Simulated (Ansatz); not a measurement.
# AlH6NOSSi: up Jacob's ladder to CCSD(T)

The task here is to estimate one member of a computed series from the others.

Computed with Ansatz 0.2.0, Gaussian basis. Level: functionals in def2-TZVPP, the program's frozen cores in correlated methods.

The runs, in order: LDA (SPW92), PBE-D4, revPBE-D4, BLYP-D4, r2SCAN-D4, B97M-V, PBE0-D4, B3LYP-D4, r2SCANh-D4, r2SCAN0-D4, HSE06-D4, BHLYP-D4, CAM-B3LYP-D4, LC-ωPBE, ωB97X-V, ωB97M-V, B2PLYP, PBE-QIDH; CCSD(T)/def2-SVP; CCSD(T)/def2-TZVPP; MP2/def2-QZVPP; extrapolation to the limit; RPA on PBE.

## Structure used throughout

All runs share one geometry, relaxed beforehand with PBE0-D4 in a triple-zeta def2 set.

SMILES `[NH2][Al]([SH])[O][SiH3]`, 11 atoms, charge 0, spin multiplicity 1.

Atoms are counted from 1 here; the program's logs count them from 0.

Bond lengths: N1–Al2 1.754 Å, N1–H6 1.006 Å, N1–H7 1.006 Å, Al2–S3 2.179 Å, Al2–O4 1.682 Å, S3–H8 1.344 Å, O4–Si5 1.623 Å, Si5–H9 1.486 Å, Si5–H10 1.490 Å, Si5–H11 1.487 Å. Angles: Al2–N1–H6 125.0°, Al2–N1–H7 124.3°, H6–N1–H7 110.7°, N1–Al2–S3 120.0°, N1–Al2–O4 119.8°, S3–Al2–O4 120.2°, Al2–S3–H8 92.2°, Al2–O4–Si5 159.2°, O4–Si5–H9 110.1°, O4–Si5–H10 110.6°, O4–Si5–H11 110.1°, H9–Si5–H10 108.6°, H9–Si5–H11 108.9°, H10–Si5–H11 108.5°.

The first run:

in.yaml reads:

```yaml
crystal:
  periodic: [false, false, false]
  atoms:
    - {symbol: N, position_ang: [-1.162574, 2.278123, 0.047979]}
    - {symbol: Al, position_ang: [-0.049165, 0.994496, -0.388588]}
    - {symbol: S, position_ang: [1.467382, 1.340564, -1.914716]}
    - {symbol: O, position_ang: [-0.155987, -0.501500, 0.373817]}
    - {symbol: Si, position_ang: [0.186528, -2.044888, 0.740802]}
    - {symbol: H, position_ang: [-1.168998, 3.199317, -0.356451]}
    - {symbol: H, position_ang: [-1.885749, 2.189348, 0.742213]}
    - {symbol: H, position_ang: [1.948357, 0.091028, -1.794633]}
    - {symbol: H, position_ang: [0.551011, -2.158682, 2.177360]}
    - {symbol: H, position_ang: [1.328820, -2.537593, -0.079791]}
    - {symbol: H, position_ang: [-0.994426, -2.907112, 0.472607]}
basis:
  gaussian: {orbitals: def2-TZVPP}
hamiltonian: {xc: lda}
output: {orbitals: {seedname: orbitals}}
```

Among the steps run: LDA; PBE-D4 (GGA); revPBE-D4 (GGA); BLYP-D4 (GGA); r2SCAN-D4 (meta-GGA); B97M-V (meta-GGA); PBE0-D4 (hybrid); B3LYP-D4 (hybrid); r2SCANh-D4 (hybrid); r2SCAN0-D4 (hybrid); HSE06-D4 (hybrid); BHLYP-D4 (hybrid); CAM-B3LYP-D4 (range-separated); LC-ωPBE-D4 (range-separated; the results give it without D4); ωB97X-V (range-separated); ωB97M-V (range-separated); B2PLYP (double hybrid); PBE-QIDH (double hybrid).

One of the session's tables, all rows but one given; the rest of the session is left out.

It belongs to the step «Orbital energies across the functionals». 

| functional | HOMO (eV) | gap (eV) |
| --- | --- | --- |
| LDA (SPW92) | -6.26 | 4.74 |
| PBE-D4 | -6.10 | 4.83 |
| revPBE-D4 | -6.04 | 4.90 |
| BLYP-D4 | -5.94 | 4.75 |
| r2SCAN-D4 | -6.40 | 5.57 |
| B97M-V | -6.45 | 5.33 |
| PBE0-D4 | -7.42 | 6.98 |
| B3LYP-D4 | -7.15 | 6.45 |
| r2SCANh-D4 | -6.89 | 6.32 |
| r2SCAN0-D4 | -7.62 | 7.44 |
| HSE06-D4 | ? | ? |
| BHLYP-D4 | -8.55 | 8.86 |
| CAM-B3LYP-D4 | -8.77 | 9.21 |
| LC-ωPBE | -10.21 | 11.90 |
| ωB97X-V | -9.82 | 11.28 |
| ωB97M-V | -9.67 | 10.79 |

Estimate the missing values for HSE06-D4.

**Answer.** HOMO (eV): -7.02; gap (eV): 6.20. In the column «HOMO (eV)» it lies between B3LYP-D4 (-7.15) and r2SCANh-D4 (-6.89).
